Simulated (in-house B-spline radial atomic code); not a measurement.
# Ti⁺: excited configurations

How much energy does it take to promote electrons of Ti⁺ to other shells? Each configuration is solved by itself and compared with the reference.

The numbers are computed with in-house B-spline radial atomic code version 1 (Dirac-Hartree-Fock, average of configuration, Fermi nucleus, basis-set limit), except any that are marked as measured or tabulated.

**1. Starting point**

* element: titanium (Z = 22)
* charge: +1
* electrons: 21
* configuration: [Ar] 3d2 4s1
* Hamiltonian: Dirac-Coulomb
* nucleus: Fermi, rms radius 3.592 fm

The outer shells:

[Ar] 3d2 4s1
```
[Ar] core
3d [↑ ][↑ ][  ][  ][  ]
4s [↑ ]
```

The boxes draw the filling by Hund's rule, which heavy ions in jj coupling don't follow; these runs average over all states of the configuration.

The run's settings:

```ini
Z = 22
electrons = 21.0
configuration = [Ar] 3d2 4s1
hamiltonian = dirac
method = hf
spin_polarised = False
nucleus = fermi
rms_radius = 3.5921
mass_number = 48
atomic_mass = 47.947940677
speed_of_light = 137.035999084
```

The reference is known from an earlier run: -852.605295 hartree in all. Up to eight levels, counted from the top:

```
orbital  occupation  energy (eV)  <r> (bohr)
  2p1/2           2      -496.31      0.2868
  2p3/2           4      -490.41      0.2894
  3s1/2           2      -86.392       1.007
  3p1/2           2      -56.746       1.084
  3p3/2           4      -56.038       1.092
  3d3/2         0.8      -18.047       1.456
  3d5/2         1.2      -18.008       1.459
  4s1/2           1      -12.785       3.326
```

**2. [Ne] 3s2 3p5 3d2 4s1 7g1**

The run's settings:

```ini
Z = 22
electrons = 21.0
configuration = [Ne] 3s2 3p5 3d2 4s1 7g1
hamiltonian = dirac
method = hf
spin_polarised = False
nucleus = fermi
rms_radius = 3.5921
mass_number = 48
atomic_mass = 47.947940677
speed_of_light = 137.035999084
```

**3. [Ne] 3s2 3p5 3d2 4s1 4d1**

Changes to the settings of step 2:

```diff
@@ -2,3 +2,3 @@
 electrons = 21.0
-configuration = [Ne] 3s2 3p5 3d2 4s1 7g1
+configuration = [Ne] 3s2 3p5 3d2 4s1 4d1
 hamiltonian = dirac
```

**4. Configuration [Ar] 3d1 4s1 6p1**

Changes to the settings of step 3:

```diff
@@ -2,3 +2,3 @@
 electrons = 21.0
-configuration = [Ne] 3s2 3p5 3d2 4s1 4d1
+configuration = [Ar] 3d1 4s1 6p1
 hamiltonian = dirac
```

**5. Configuration [Ar] 3d2 7p1**

Changes to the settings of step 4:

```diff
@@ -2,3 +2,3 @@
 electrons = 21.0
-configuration = [Ar] 3d1 4s1 6p1
+configuration = [Ar] 3d2 7p1
 hamiltonian = dirac
```

**6. Configuration [Ne] 3s2 3p5 3d2 4s1 7p1**

Changes to the settings of step 5:

```diff
@@ -2,3 +2,3 @@
 electrons = 21.0
-configuration = [Ar] 3d2 7p1
+configuration = [Ne] 3s2 3p5 3d2 4s1 7p1
 hamiltonian = dirac
```

**7. [Ar] 3d2 7f1**

Changes to the settings of step 6:

```diff
@@ -2,3 +2,3 @@
 electrons = 21.0
-configuration = [Ne] 3s2 3p5 3d2 4s1 7p1
+configuration = [Ar] 3d2 7f1
 hamiltonian = dirac
```

**8. Run with [Ar] 3d2 8f1**

Changes to the settings of step 7:

```diff
@@ -2,3 +2,3 @@
 electrons = 21.0
-configuration = [Ar] 3d2 7f1
+configuration = [Ar] 3d2 8f1
 hamiltonian = dirac
```

**9. [Ne] 3s2 3p5 3d2 4s1 8s1**

Changes to the settings of step 8:

```diff
@@ -2,3 +2,3 @@
 electrons = 21.0
-configuration = [Ar] 3d2 8f1
+configuration = [Ne] 3s2 3p5 3d2 4s1 8s1
 hamiltonian = dirac
```

**Question.** How far above the reference does each configuration lie (order and size, in eV)?

As calculated:

| net move | configuration | energy above the reference (eV) | with Breit, QED, recoil (eV) | largest <r> (bohr) |
| --- | --- | --- | --- | --- |
| 4s → 7p | [Ar] 3d2 7p1 | 10.912 | 10.907 | 22.2 |
| 4s → 7f | [Ar] 3d2 7f1 | 11.606 | 11.602 | 33.6 |
| 4s → 8f | [Ar] 3d2 8f1 | 11.867 | 11.863 | 44.9 |
| 3d → 6p | [Ar] 3d1 4s1 6p1 | 13.471 | 13.484 | 14.1 |
| 3p → 4d | [Ne] 3s2 3p5 3d2 4s1 4d1 | 47.653 | 47.632 | 5.92 |
| 3p → 7p | [Ne] 3s2 3p5 3d2 4s1 7p1 | 51.412 | 51.391 | 21.5 |
| 3p → 8s | [Ne] 3s2 3p5 3d2 4s1 8s1 | 51.780 | 51.759 | 27.3 |
| 3p → 7g | [Ne] 3s2 3p5 3d2 4s1 7g1 | 52.170 | 52.149 | 31.7 |

Quantum defects of the promoted electron, δ = n − ζ/√(−2ε) with ζ = 2 and ε its orbital energy in hartree:

| promotion | δ |
| --- | --- |
| 4s → 7p | 1.514 |
| 4s → 7f | 0.009 |
| 4s → 8f | 0.010 |
| 3d → 6p | 1.608 |
| 3p → 7p | 1.604 |
| 3p → 8s | 2.022 |
| 3p → 7g | 0.002 |

What this shows: The energies run from 10.912 eV (4s → 7p) to 52.170 eV (3p → 7g). 5 of them lie more than 2 % above the ionisation threshold that Koopmans' theorem gives (12.785 eV), where such states can decay by emitting an electron. Of those tabulated, the defect is largest for 8s (2.02) and least for 7g (0.00): low angular momentum penetrates the core, high angular momentum stays outside it. Two partly filled shells share a symmetry and can mix in the average, which may lower the energy, for: 3p → 4d; 3p → 7p; 3p → 8s. These are averages over configurations, without correlation, not spectroscopic levels.
